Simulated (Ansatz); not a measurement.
# CH₃BZn: small, medium and large basis sets

One table from this session's results is given with a row withheld; the runs are named, their logs left out.

The runs use Ansatz 0.2.0, Gaussian basis; one geometry, several basis sets.

Levels to be run: PBE0-D4/def2-SVP; ωB97M-V/def2-SVP; PBE0-D4/def2-QZVPP; ωB97M-V/def2-QZVPP; the functionals' def2-TZVPP values are taken from earlier runs.

## The relaxed structure

All runs share one geometry, relaxed beforehand with PBE0-D4 in a triple-zeta def2 set.

6 atoms, charge 0, spin multiplicity 1.

Atoms are counted from 1 here; the program's logs count them from 0.

Bond lengths: B1–C2 1.401 Å, B1–Zn3 2.275 Å, B1–H4 1.185 Å, C2–H5 1.081 Å, C2–H6 1.093 Å. Angles: C2–B1–Zn3 105.7°, C2–B1–H4 154.2°, Zn3–B1–H4 100.2°, B1–C2–H5 129.3°, B1–C2–H6 116.9°, H5–C2–H6 113.8°.

As a file:

```mol
CH3BZn
  3D, bonds by distance, orders not assigned

  6  5  0  0  0  0  0  0  0  0999 V2000
   -0.4461   -0.4132   -0.2890 B   0  0
    0.0412    0.7076    0.3966 C   0  0
    1.3800   -1.6839   -0.7646 Zn  0  0
   -1.2973   -1.0821   -0.7702 H   0  0
    1.0582    0.9566    0.6664 H   0  0
   -0.6940    1.4511    0.7147 H   0  0
  1  2  8  0
  1  3  8  0
  1  4  8  0
  2  5  8  0
  2  6  8  0
M  END
```

Set-up of the first run:

in.yaml reads:

```yaml
crystal:
  periodic: [false, false, false]
  atoms:
    - {symbol: B, position_ang: [-0.446133, -0.413197, -0.289047]}
    - {symbol: C, position_ang: [0.041232, 0.707592, 0.396554]}
    - {symbol: Zn, position_ang: [1.380027, -1.683926, -0.764554]}
    - {symbol: H, position_ang: [-1.297271, -1.082069, -0.770249]}
    - {symbol: H, position_ang: [1.058226, 0.956636, 0.666430]}
    - {symbol: H, position_ang: [-0.693981, 1.451064, 0.714668]}
basis:
  gaussian: {orbitals: def2-SVP}
hamiltonian: {xc: pbe0, dispersion: d4}
output: {orbitals: {seedname: orbitals}}
```

Run with:

```sh
> ansatz run in.yaml --threads 2 --pin off --events-out ev --progress --plain --max-ram 4352MiB
```

Among the steps run: PBE0-D4 in def2-SVP; ωB97M-V in def2-SVP; PBE0-D4 in def2-QZVPP; ωB97M-V in def2-QZVPP.

One table of the session follows, with a row left open; its other results are not shown here.

It belongs to the step «Functionals by basis». 

```
functional       basis  HOMO (eV)  LUMO (eV)
   PBE0-D4    def2-SVP      -6.14      -2.06
   PBE0-D4  def2-TZVPP      -6.31      -2.30
   PBE0-D4  def2-QZVPP          ?          ?
   ωB97M-V    def2-SVP      -8.37      -0.26
   ωB97M-V  def2-TZVPP      -8.53      -0.53
   ωB97M-V  def2-QZVPP      -8.54      -0.62
```

Estimate the missing values for PBE0-D4, def2-QZVPP.

As computed: HOMO (eV): -6.32; LUMO (eV): -2.32. In the column «HOMO (eV)» it lies between ωB97M-V, def2-SVP (-8.37) and PBE0-D4, def2-TZVPP (-6.31).
